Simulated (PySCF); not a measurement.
# [WO(OH)3]+: how settings move a single point

Aim: repeat the single point on relaxed [WO(OH)3]+ with altered settings, some of them bad on purpose. The structure is generated, not taken from experiment.

Program: PySCF 2.14.0. Level of theory: PBE, W def2-SVP with ECP60, O def2-SVP, H def2-SVP; scalar-relativistic core potentials, no spin–orbit coupling. These are calculated values, not measurements.

3 further runs of the same task are left out: 2 for a known fault of the program, 1 that didn't finish.

**1. Starting geometry**

8 atoms, charge 1, spin multiplicity 1.

Bond lengths: W1–O2 1.691 Å, W1–O3 1.837 Å, W1–O5 1.838 Å, W1–O7 1.837 Å, O3–H4 0.981 Å, O5–H6 0.981 Å, O7–H8 0.981 Å. Angles: O2–W1–O3 108.6°, O2–W1–O5 108.6°, O2–W1–O7 108.6°, O3–W1–O5 110.4°, O3–W1–O7 110.1°, O5–W1–O7 110.4°, W1–O3–H4 142.6°, W1–O5–H6 142.2°, W1–O7–H8 142.6°.

As a file:

```xyz
8
H3O4W
W    -0.2849    0.0000    0.2187
O     0.6209    0.0000    1.6464
O     0.1383    1.5062   -0.7446
H     0.6931    2.3148   -0.7224
O    -2.0695    0.0000    0.6579
H    -2.6780    0.0000    1.4273
O     0.1383   -1.5062   -0.7446
H     0.6931   -2.3148   -0.7224
```

Formal oxidation states: W +6. An earlier session relaxed this geometry at PBE, W def2-SVP with ECP60, O def2-SVP, H def2-SVP (singlet, point group C3v).

The sound run used a (50, 194) grid (finer on f atoms), a threshold of 1e-8 and at most 55 cycles, and ended at -369.226426 Eh.

**2. Altered run 1**

Contents of run.py (the lines that set the calculation):

```python
mol = gto.M(atom='''
W     -0.28495     0.00000     0.21867
O      0.62089     0.00000     1.64642
O      0.13834     1.50621    -0.74463
H      0.69312     2.31480    -0.72239
O     -2.06946     0.00000     0.65787
H     -2.67798     0.00000     1.42735
O      0.13834    -1.50621    -0.74463
H      0.69312    -2.31480    -0.72239''',
    basis={'W': 'def2-SVP', 'O': 'def2-SVP', 'H': 'def2-SVP'},
    ecp={'W': 'def2-SVP'},
    charge=1, spin=0)
mf = dft.RKS(mol, xc='PBE')
mf.grids.atom_grid = (50, 194)
mf = mf.density_fit()  # fitting sets: W def2-universal-JKFIT, O def2-universal-JKFIT, H def2-universal-JKFIT
mf.conv_tol = 1e-08; mf.max_cycle = 55
mf.kernel(dm0)  # dm0: smeared density
```

Run with:

```console
$ OMP_NUM_THREADS=2 python run.py
```

The log of the run:

```text
init E= -369.178771257198
  HOMO = -0.514322812804959  LUMO = -0.304894579867286  gap/eV = 5.69883
cycle= 1 E= -369.22521193924  delta_E= -0.0464  |g|= 0.0728  |ddm|= 0.147
  HOMO = -0.505230664164302  LUMO = -0.319230116129224  gap/eV = 5.06133
cycle= 2 E= -369.214784908785  delta_E= 0.0104  |g|= 0.233  |ddm|= 0.228
  HOMO = -0.512735915665012  LUMO = -0.310455629022823  gap/eV = 5.50433
cycle= 3 E= -369.226399071285  delta_E= -0.0116  |g|= 0.0112  |ddm|= 0.165
  HOMO = -0.512438466872105  LUMO = -0.309573915338734  gap/eV = 5.52023
cycle= 4 E= -369.22639994769  delta_E= -8.76e-07  |g|= 0.0115  |ddm|= 0.0141
  HOMO = -0.512056039514552  LUMO = -0.309190142617671  gap/eV = 5.52026
cycle= 5 E= -369.226425242399  delta_E= -2.53e-05  |g|= 0.00186  |ddm|= 0.00867
  HOMO = -0.512184780059591  LUMO = -0.309295855283995  gap/eV = 5.52089
cycle= 6 E= -369.226425931843  delta_E= -6.89e-07  |g|= 0.00023  |ddm|= 0.00124
  HOMO = -0.512192255717927  LUMO = -0.309291662408183  gap/eV = 5.52121
cycle= 7 E= -369.226425933175  delta_E= -1.33e-09  |g|= 0.000221  |ddm|= 0.000271
  HOMO = -0.512193009707133  LUMO = -0.309290779145823  gap/eV = 5.52125
cycle= 8 E= -369.226425943432  delta_E= -1.03e-08  |g|= 1.85e-05  |ddm|= 0.000161
  HOMO = -0.512192915779091  LUMO = -0.309290412006141  gap/eV = 5.52126
cycle= 9 E= -369.226425943506  delta_E= -7.41e-11  |g|= 2.99e-06  |ddm|= 1.24e-05
  HOMO = -0.51219279280066  LUMO = -0.309290047814619  gap/eV = 5.52126
Extra cycle  E= -369.226425943478  delta_E= 2.73e-11  |g|= 1.05e-05  |ddm|= 8.65e-06
converged SCF energy = -369.226425943478
```

Wall time 4.2 s (2 threads of Arm Neoverse V2, shared host).

Changed: the starting guess (smeared density). It converges in 9 cycles, at the sound run's energy within 0.001 eV, with a largest force component of 0.01 eV/Å. The result survives the change.

**3. Altered run 2**

run.py (the lines that set the calculation): that of step 2 with these lines changed.

```diff
@@ -13,5 +13,5 @@
 mf = dft.RKS(mol, xc='PBE')
-mf.grids.atom_grid = (50, 194)
+mf.grids.atom_grid = (30, 86)
 mf = mf.density_fit()  # fitting sets: W def2-universal-JKFIT, O def2-universal-JKFIT, H def2-universal-JKFIT
 mf.conv_tol = 1e-08; mf.max_cycle = 55
-mf.kernel(dm0)  # dm0: smeared density
+mf.kernel(dm0)  # dm0: free metal ions and neutral atoms
```

Run with:

```console
$ OMP_NUM_THREADS=2 python run.py
```

The log of the run:

```text
init E= -373.376248497298
  HOMO = -0.588212846130099  LUMO = -0.390232230160764  gap/eV = 5.38733
cycle= 1 E= -369.149722293608  delta_E= 4.23  |g|= 0.568  |ddm|=  3.4
  HOMO = -0.433402557800926  LUMO = -0.241612798526519  gap/eV = 5.21887
cycle= 2 E= -368.961129819692  delta_E= 0.189  |g|= 1.13  |ddm|= 1.28
  HOMO = -0.482132115897434  LUMO = -0.281030439798579  gap/eV = 5.47226
cycle= 3 E= -369.106911827094  delta_E= -0.146  |g|= 0.757  |ddm|= 1.18
  HOMO = -0.516381164242645  LUMO = -0.318722606950595  gap/eV = 5.37856
cycle= 4 E= -369.222643789913  delta_E= -0.116  |g|= 0.124  |ddm|= 0.599
  HOMO = -0.514634541248011  LUMO = -0.305230503853453  gap/eV = 5.69817
cycle= 5 E= -369.224364602188  delta_E= -0.00172  |g|= 0.0843  |ddm|= 0.136
  HOMO = -0.510791254500706  LUMO = -0.308444538925257  gap/eV = 5.50613
cycle= 6 E= -369.2258235558  delta_E= -0.00146  |g|= 0.021  |ddm|= 0.0679
  HOMO = -0.512324768970542  LUMO = -0.309357799538932  gap/eV = 5.52301
cycle= 7 E= -369.225897023411  delta_E= -7.35e-05  |g|= 0.00537  |ddm|= 0.0116
  HOMO = -0.512226813735642  LUMO = -0.309331654996814  gap/eV = 5.52106
cycle= 8 E= -369.225902707891  delta_E= -5.68e-06  |g|= 0.00115  |ddm|= 0.00303
  HOMO = -0.512208419477078  LUMO = -0.309317109217318  gap/eV = 5.52095
cycle= 9 E= -369.22590294572  delta_E= -2.38e-07  |g|= 0.000319  |ddm|= 0.000848
  HOMO = -0.512209213337239  LUMO = -0.309316473031473  gap/eV = 5.52099
cycle= 10 E= -369.225902965388  delta_E= -1.97e-08  |g|= 9.51e-05  |ddm|= 0.000272
  HOMO = -0.512212900366178  LUMO = -0.309317710479495  gap/eV = 5.52106
cycle= 11 E= -369.225902967393  delta_E= -2e-09  |g|= 7.67e-06  |ddm|= 7.99e-05
  HOMO = -0.512212255839638  LUMO = -0.309317934514282  gap/eV = 5.52104
Extra cycle  E= -369.225902967214  delta_E= 1.79e-10  |g|= 3.1e-05  |ddm|= 2.7e-05
converged SCF energy = -369.225902967214
```

Run time: 3.3 s. Hardware: 2 threads of Arm Neoverse V2, shared host.

Changed: the integration grid, to (30, 86). It converges in 11 cycles, +0.014 eV from the sound run, with a largest force component of 0.13 eV/Å. The setting is unsound, so these numbers aren't the compound's.

**4. Altered run 3**

Contents of run.py (the lines that set the calculation):

```python
mol = gto.M(atom='''
W     -0.29919     0.00000     0.22960
O      0.65194     0.00000     1.72874
O      0.14526     1.58152    -0.78186
H      0.72777     2.43054    -0.75851
O     -2.17293     0.00000     0.69076
H     -2.81188     0.00000     1.49872
O      0.14526    -1.58152    -0.78186
H      0.72777    -2.43054    -0.75851''',
    basis={'W': 'def2-SVP', 'O': 'def2-SVP', 'H': 'def2-SVP'},
    ecp={'W': 'def2-SVP'},
    charge=1, spin=0)
mf = dft.RKS(mol, xc='PBE')
mf.grids.atom_grid = (50, 194)
mf = mf.density_fit()  # fitting sets: W def2-universal-JKFIT, O def2-universal-JKFIT, H def2-universal-JKFIT
mf.conv_tol = 1e-08; mf.max_cycle = 55
mf.kernel(dm0)  # dm0: free metal ions and neutral atoms
```

Run with:

```console
$ OMP_NUM_THREADS=2 python run.py
```

The log of the run:

```text
init E= -373.180849998769
  HOMO = -0.563309582083953  LUMO = -0.409586623793423  gap/eV = 4.18301
cycle= 1 E= -369.121384087012  delta_E= 4.06  |g|= 0.538  |ddm|= 3.33
  HOMO = -0.435777952593679  LUMO = -0.257453156355569  gap/eV = 4.85246
cycle= 2 E= -369.036243294011  delta_E= 0.0851  |g|= 0.766  |ddm|= 1.22
  HOMO = -0.473215887627694  LUMO = -0.341257118398249  gap/eV = 3.59078
cycle= 3 E= -369.10053474188  delta_E= -0.0643  |g|= 0.68  |ddm|= 1.09
  HOMO = -0.504361532662502  LUMO = -0.34842476775124  gap/eV = 4.24326
cycle= 4 E= -369.182783800807  delta_E= -0.0822  |g|= 0.265  |ddm|= 0.554
  HOMO = -0.504700950886501  LUMO = -0.339230549408857  gap/eV = 4.50268
cycle= 5 E= -369.195030286826  delta_E= -0.0122  |g|= 0.112  |ddm|= 0.23
  HOMO = -0.49773953899384  LUMO = -0.335520434553719  gap/eV = 4.41421
cycle= 6 E= -369.197298850672  delta_E= -0.00227  |g|= 0.0193  |ddm|= 0.0768
  HOMO = -0.499343943663627  LUMO = -0.336660921014794  gap/eV = 4.42683
cycle= 7 E= -369.197366179037  delta_E= -6.73e-05  |g|= 0.00243  |ddm|= 0.0117
  HOMO = -0.499285026637395  LUMO = -0.336558408865357  gap/eV = 4.42802
cycle= 8 E= -369.197366994634  delta_E= -8.16e-07  |g|= 0.00144  |ddm|= 0.00203
  HOMO = -0.499277806190319  LUMO = -0.336549575987833  gap/eV = 4.42806
cycle= 9 E= -369.197367439449  delta_E= -4.45e-07  |g|= 0.000228  |ddm|= 0.00116
  HOMO = -0.499274561386124  LUMO = -0.336544422516348  gap/eV = 4.42811
cycle= 10 E= -369.197367450265  delta_E= -1.08e-08  |g|= 2.15e-05  |ddm|= 0.000167
  HOMO = -0.499274300021722  LUMO = -0.336544018445224  gap/eV = 4.42812
cycle= 11 E= -369.197367450357  delta_E= -9.23e-11  |g|= 3.12e-06  |ddm|= 1.89e-05
  HOMO = -0.49927465163273  LUMO = -0.336544422651666  gap/eV = 4.42812
Extra cycle  E= -369.197367450312  delta_E= 4.55e-11  |g|= 1.41e-05  |ddm|= 1.02e-05
converged SCF energy = -369.197367450312
```

Run time: 4.3 s. Hardware: 2 threads of Arm Neoverse V2, shared host.

Changed: the scale of all coordinates (1.05). It converges in 11 cycles, +0.791 eV from the sound run, with a largest force component of 3.67 eV/Å. The setting is unsound, so these numbers aren't the compound's.

**5. Altered run 4**

Contents of run.py (the lines that set the calculation):

```python
mol = gto.M(atom='''
W     -0.28495     0.00000     0.21867
O      0.62089     0.00000     1.64642
O      0.13834     1.50621    -0.74463
H      0.69312     2.31480    -0.72239
O     -2.06946     0.00000     0.65787
H     -2.67798     0.00000     1.42735
O      0.13834    -1.50621    -0.74463
H      0.69312    -2.31480    -0.72239''',
    basis={'W': 'def2-SVP', 'O': 'def2-SVP', 'H': 'def2-SVP'},
    ecp={'W': 'def2-SVP'},
    charge=1, spin=0)
mf = dft.RKS(mol, xc='PBE')
mf.grids.atom_grid = (50, 194)
mf = mf.density_fit()  # fitting sets: W def2-universal-JKFIT, O def2-universal-JKFIT, H def2-universal-JKFIT
mf.conv_tol = 1e-08; mf.max_cycle = 99
mf.kernel(dm0)  # dm0: core Hamiltonian
```

Run with:

```console
$ OMP_NUM_THREADS=2 python run.py
```

The log of the run:

```text
init E= -338.961132293193
  HOMO = 0.243148560054433  LUMO = 0.334700967234443  gap/eV = 2.49127
cycle= 1 E= -297.946444407369  delta_E=   41  |g|= 11.1  |ddm|= 42.2
  HOMO = -3.50254863798371  LUMO = -3.35693535870653  gap/eV = 3.96234
cycle= 2 E= -311.325177715865  delta_E= -13.4  |g|= 11.1  |ddm|=   52
  HOMO = -1.15911226685486  LUMO = -1.13260413280172  gap/eV = 0.72132
cycle= 3 E= -352.169493709708  delta_E= -40.8  |g|= 7.39  |ddm|= 32.7
  HOMO = -0.51803604574847  LUMO = -0.496104207776703  gap/eV = 0.59680
cycle= 4 E= -348.470934151592  delta_E=  3.7  |g|= 7.96  |ddm|= 9.19
  HOMO = -0.610985994758448  LUMO = -0.489019312105988  gap/eV = 3.31888
cycle= 5 E= -367.631699044317  delta_E= -19.2  |g|= 2.59  |ddm|= 6.57
  HOMO = -0.42124369134492  LUMO = -0.341920611511738  gap/eV = 2.15849
cycle= 6 E= -360.398115563797  delta_E= 7.23  |g|= 5.66  |ddm|= 5.44
  HOMO = -0.472812017741656  LUMO = -0.351755746544287  gap/eV = 3.29411
cycle= 7 E= -368.981758822851  delta_E= -8.58  |g|= 1.05  |ddm|=  4.5
  HOMO = -0.408382105095647  LUMO = -0.274399794013571  gap/eV = 3.64584
cycle= 8 E= -368.486236892819  delta_E= 0.496  |g|= 1.83  |ddm|=  1.7
  HOMO = -0.516840427333799  LUMO = -0.314419562219672  gap/eV = 5.50815
cycle= 9 E= -369.134827678967  delta_E= -0.649  |g|= 0.676  |ddm|= 1.03
  HOMO = -0.503530549210924  LUMO = -0.303291098494923  gap/eV = 5.44879
cycle= 10 E= -369.210691640698  delta_E= -0.0759  |g|= 0.272  |ddm|= 0.405
  HOMO = -0.514260967579277  LUMO = -0.306860631527895  gap/eV = 5.64365
cycle= 11 E= -369.222988321184  delta_E= -0.0123  |g|= 0.131  |ddm|= 0.141
  HOMO = -0.514221229153844  LUMO = -0.310822371582727  gap/eV = 5.53476
cycle= 12 E= -369.226065506638  delta_E= -0.00308  |g|= 0.0417  |ddm|=  0.1
  HOMO = -0.512493576977528  LUMO = -0.308968752663107  gap/eV = 5.53819
cycle= 13 E= -369.226311562421  delta_E= -0.000246  |g|= 0.0235  |ddm|= 0.0213
  HOMO = -0.512053115373531  LUMO = -0.309366964585814  gap/eV = 5.51537
cycle= 14 E= -369.2264226109  delta_E= -0.000111  |g|= 0.00389  |ddm|= 0.0189
  HOMO = -0.512185764038925  LUMO = -0.309321039565886  gap/eV = 5.52023
cycle= 15 E= -369.226425705034  delta_E= -3.09e-06  |g|= 0.00106  |ddm|= 0.00239
  HOMO = -0.51217832824625  LUMO = -0.309276172680404  gap/eV = 5.52125
cycle= 16 E= -369.226425937508  delta_E= -2.32e-07  |g|= 0.000166  |ddm|= 0.000794
  HOMO = -0.512193572340791  LUMO = -0.309290815586886  gap/eV = 5.52127
cycle= 17 E= -369.226425943427  delta_E= -5.92e-09  |g|= 1.9e-05  |ddm|= 0.000151
  HOMO = -0.512190952859324  LUMO = -0.309289655451254  gap/eV = 5.52123
Extra cycle  E= -369.226425941891  delta_E= 1.54e-09  |g|= 9.01e-05  |ddm|= 7.21e-05
converged SCF energy = -369.226425941891
```

Wall time 5.5 s (2 threads of Arm Neoverse V2, shared host).

Changed: the starting guess (bare core Hamiltonian); the cycle limit is 99. It converges in 17 cycles, at the sound run's energy within 0.001 eV, with a largest force component of 0.01 eV/Å. The result survives the change.

**6. Side by side**

| run | changed | ending | energy change (eV) | cycles | time | usable |
| --- | --- | --- | --- | --- | --- | --- |
| 1 | the starting guess | converged | 0.000 | 9 | 4.2 s | yes |
| 2 | the integration grid | converged | +0.014 | 11 | 3.3 s | no |
| 3 | the scale of all coordinates | converged | +0.791 | 11 | 4.3 s | no |
| 4 | the starting guess | converged | 0.000 | 17 | 5.5 s | yes |

2 of 4 altered runs give a usable result. 2 ended normally with numbers unfit to quote.
